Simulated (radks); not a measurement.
**In⁺ in [Kr] 4d10 5s2: an all-electron calculation**

One table from this session's results is given with a row withheld; the runs are named, their logs left out.

Method: Dirac Kohn-Sham, PBE, spin-unpolarised, spherical densities, point nucleus. Code: radks (a radial shooting solver on a logarithmic mesh, Libxc functionals) version 1.

## Starting point

```
element       : indium (Z = 49)
charge        : +1
electrons     : 48
configuration : [Kr] 4d10 5s2
```

Outer shells as boxes (Hund's rule):

In⁺
```
[Kr] core
4d [↑↓][↑↓][↑↓][↑↓][↑↓]
5s [↑↓]
```

Set-up of the first run:

The run's settings:

```text
Z 49
configuration [Kr] 4d10 5s2
relativity Dirac
functional pbe,pbe
spin unpolarised
j_filling energy
nucleus point
c 137.035999084
```

On the command line:

```bash
$ python run_ks.py task.json out
```

The same process makes all the runs of this session.

One table of the session follows, with a row left open; its other results are not shown here.

It belongs to the step «Orbitals and density». From the orbitals of this run (lengths in bohr):

| level | <r> | outermost maximum (interpolated) | 90 % within | nodes |
| --- | --- | --- | --- | --- |
| 1s1/2 | 0.02971 | 0.0192 | 0.0534 | 0 |
| 2s1/2 | 0.1281 | 0.109 | 0.198 | 1 |
| 2p1/2 | 0.1085 | 0.0838 | 0.178 | 0 |
| 2p3/2 | 0.1137 | 0.0883 | 0.185 | 0 |
| 3s1/2 | 0.3483 | 0.316 | 0.513 | 2 |
| 3p1/2 | 0.3394 | 0.302 | 0.511 | 1 |
| 3p3/2 | 0.3505 | 0.312 | 0.527 | 1 |
| 3d3/2 | 0.3223 | 0.257 | 0.509 | 0 |
| 3d5/2 | 0.3258 | 0.259 | 0.514 | 0 |
| 4s1/2 | ? | ? | ? | ? |
| 4p1/2 | 0.9014 | 0.800 | 1.33 | 2 |
| 4p3/2 | 0.9317 | 0.824 | 1.37 | 2 |
| 4d3/2 | 1.169 | 0.926 | 1.84 | 1 |
| 4d5/2 | 1.185 | 0.936 | 1.87 | 1 |
| 5s1/2 | 2.482 | 2.11 | 3.67 | 4 |

**Question.** Estimate the row for 4s1/2.

**Answer.** <r>: 0.8481; outermost maximum (interpolated): 0.770; 90 % within: 1.23; nodes: 3. In the column «<r>» it lies between 3p3/2 (0.3505) and 4p1/2 (0.9014).
